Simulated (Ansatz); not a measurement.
**CH4SSn: how energies converge with the basis set**

The task here is to estimate one member of a computed series from the others.

The runs use Ansatz 0.2.0, Gaussian basis; one geometry, several basis sets.

Levels to be run: PBE0-D4/def2-SVP; ωB97M-V/def2-SVP; PBE0-D4/def2-QZVPP; ωB97M-V/def2-QZVPP; the functionals' def2-TZVPP values are taken from earlier runs.

### The relaxed structure

All runs share one geometry, relaxed beforehand with PBE0-D4 in a triple-zeta def2 set. Sn takes the def2 core potential; no spin-orbit term is included.

SMILES `[CH2]1[S][SnH2]1`, 7 atoms, charge 0, spin multiplicity 1.

Atoms are counted from 1 here; the program's logs count them from 0.

Bond lengths: C1–S2 1.841 Å, C1–Sn3 2.114 Å, C1–H4 1.085 Å, C1–H5 1.085 Å, S2–Sn3 2.379 Å, Sn3–H6 1.692 Å, Sn3–H7 1.692 Å. Angles: S2–C1–Sn3 73.6°, S2–C1–H4 114.4°, S2–C1–H5 114.4°, Sn3–C1–H4 117.5°, Sn3–C1–H5 117.5°, H4–C1–H5 113.6°, C1–S2–Sn3 58.5°, C1–Sn3–S2 47.9°, C1–Sn3–H6 120.4°, C1–Sn3–H7 120.4°, S2–Sn3–H6 115.6°, S2–Sn3–H7 115.5°, H6–Sn3–H7 117.2°.

The first run:

File in.yaml:

```yaml
crystal:
  periodic: [false, false, false]
  atoms:
    - {symbol: C, position_ang: [-0.639896, -0.336925, -0.814431]}
    - {symbol: S, position_ang: [-0.270446, -1.705678, 0.360516]}
    - {symbol: Sn, position_ang: [0.621040, 0.477774, 0.673823]}
    - {symbol: H, position_ang: [-1.677719, -0.019132, -0.820666]}
    - {symbol: H, position_ang: [-0.221187, -0.472295, -1.806616]}
    - {symbol: H, position_ang: [-0.033292, 1.354906, 1.964080]}
    - {symbol: H, position_ang: [2.282899, 0.633250, 0.397593]}
basis:
  gaussian: {orbitals: def2-SVP}
hamiltonian: {xc: pbe0, dispersion: d4}
output: {orbitals: {seedname: orbitals}}
```

The run is started by

```sh
ansatz run in.yaml --threads 2 --pin off --events-out ev --progress --plain --max-ram 4352MiB
```

Steps of the session up to this table: PBE0-D4 in def2-SVP; ωB97M-V in def2-SVP; PBE0-D4 in def2-QZVPP; ωB97M-V in def2-QZVPP.

One of the session's tables, all rows but one given; the rest of the session is left out.

It belongs to the step «Functionals by basis». 

| functional | basis | HOMO (eV) |
| --- | --- | --- |
| PBE0-D4 | def2-SVP | -6.49 |
| PBE0-D4 | def2-TZVPP | -6.61 |
| PBE0-D4 | def2-QZVPP | -6.64 |
| ωB97M-V | def2-SVP | -8.64 |
| ωB97M-V | def2-TZVPP | ? |
| ωB97M-V | def2-QZVPP | -8.82 |

Estimate the missing values for ωB97M-V, def2-TZVPP.

The run gave: HOMO (eV): -8.79. In the column «HOMO (eV)» it lies between ωB97M-V, def2-QZVPP (-8.82) and ωB97M-V, def2-SVP (-8.64).
